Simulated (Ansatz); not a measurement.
Debugging an equation of state with a fit of HgTe, space group I-4m2 (Ansatz 0.2.0, Python API).

`hgte.py`
```python
"""Energy against volume for HgTe, with a fit."""

import ansatz
import numpy as np
from scipy.optimize import curve_fit

vectors0 = np.array([
    [-3.045603, 3.045603, 1.55941],
    [3.045603, -3.045603, 1.55941],
    [3.045603, 3.045603, -1.55941],
])
sites = [
    ("Hg", (0.25, 0.75, 0.5)),
    ("Te", (0.0, 0.0, 0.0)),
]


def crystal_on(cell):
    crystal = ansatz.Crystal(lattice=ansatz.Lattice.of(cell))
    for symbol, position in sites:
        crystal = crystal.atom(symbol, position)
    return crystal

def vinet(v, e0, v0, b0, b1):
    eta = (v / v0) ** (1 / 3)
    return e0 + 2 * b0 * v0 / (b1 - 1) ** 2 * (2 - (5 + 3 * b1 * (eta - 1) - 3 * eta) * np.exp(-1.5 * (b1 - 1) * (eta - 1)))

# scale the volume, keep shape and fractions
volumes, energies = [], []
for scale in np.linspace(0.9, 1.1, 9):
    cell = vectors0 * scale ** (1 / 3)
    job = (
        crystal_on(cell).calculation()
        .functional(ansatz.Functional.PBESOL)
        .occupations("fixed")
        .basis(500)
        .kpoints(8, 8, 8)
    )
    rep = job.run(threads=1).report
    volumes.append(abs(np.linalg.det(cell)) / len(sites))
    energies.append(rep["free_energy_ev"] / len(sites))
    print(f"V = {volumes[-1]:8.4f} A^3/atom  F = {energies[-1]:.5f} eV/atom")

guess = (min(energies), volumes[int(np.argmin(energies))], 0.5, 4.5)
(e0, v0, b0, b1), _ = curve_fit(vinet, np.array(volumes), np.array(energies), p0=guess, maxfev=20000)
print(f"Vinet fit: V0 = {v0:.4f} A^3/atom, B0 = {160.21766 * b0:.1f} GPa, B1 = {b1:.2f}")
print("largest residual", round(1000 * float(np.abs(vinet(np.array(volumes), e0, v0, b0, b1) - energies).max()), 3), "meV/atom")
```

Output of `python hgte.py`:
```text
RunWarning: iter 1: σ=0 fill of 18 bands saw a band overlap (occupied 14.5158 eV > unoccupied 11.1220 eV) — on an unconverged iterate often a transient of an unconverged empty band; one that stands at the close is told there (band_overlap_at_count); if the run fails to converge, the spectrum is likely genuinely [...]
RunWarning: the bands overlap at the fill by count (18 filled at each k-point of a channel): the highest filled level, 14.508197 eV at k-index 4, stands 3.4135 eV over the lowest empty one, 11.094747 eV at k-index 54, so that a fill of the lowest levels lies lower and no gap is reported. A metal, or a carrier in a [...]
V =  26.0363 A^3/atom  F = -10284.58825 eV/atom
V =  26.7595 A^3/atom  F = -10284.59949 eV/atom
V =  27.4828 A^3/atom  F = -10284.60399 eV/atom
V =  28.2060 A^3/atom  F = -10284.60244 eV/atom
V =  28.9292 A^3/atom  F = -10284.59577 eV/atom
V =  29.6525 A^3/atom  F = -10284.58475 eV/atom
V =  30.3757 A^3/atom  F = -10284.57007 eV/atom
V =  31.0989 A^3/atom  F = -10284.55231 eV/atom
V =  31.8222 A^3/atom  F = -10284.53197 eV/atom
Vinet fit: V0 = 27.6377 A^3/atom, B0 = 48.7 GPa, B1 = 5.06
largest residual 0.091 meV/atom
```
(Warnings from the package without file and line, shortened, repeats left out.)

No error stopped it. What is wrong with the input all the same?

The fault: fixed occupations, though the bands overlap at this level of theory. Mended:

```diff
--- before
+++ after
@@ -34,3 +34,3 @@
         .functional(ansatz.Functional.PBESOL)
-        .occupations("fixed")
+        .occupations("fermi_dirac", width=0.1)
         .basis(500)
```

The mended script runs so:

Output of `python hgte.py`:
```text
V =  26.0363 A^3/atom  F = -10284.80955 eV/atom
V =  26.7595 A^3/atom  F = -10284.81217 eV/atom
V =  27.4828 A^3/atom  F = -10284.80808 eV/atom
V =  28.2060 A^3/atom  F = -10284.79836 eV/atom
V =  28.9292 A^3/atom  F = -10284.78391 eV/atom
V =  29.6525 A^3/atom  F = -10284.76552 eV/atom
V =  30.3757 A^3/atom  F = -10284.74386 eV/atom
V =  31.0989 A^3/atom  F = -10284.71949 eV/atom
V =  31.8222 A^3/atom  F = -10284.69292 eV/atom
Vinet fit: V0 = 26.6607 A^3/atom, B0 = 56.0 GPa, B1 = 5.35
largest residual 0.003 meV/atom
```

Total energies depend on the potentials; only differences at equal settings carry meaning. Shape and fractional positions are held along the curve, so the bulk modulus is an upper value where they are free to relax. Spin-orbit coupling, which matters for elements this heavy, is left out. This cell is a computed structure, which may not be the phase found in nature. By the engine's processor time: 47 s on 1 thread of Intel(R) Xeon(R) Processor @ 2.30GHz (shared host), peak memory 0.65 GiB.
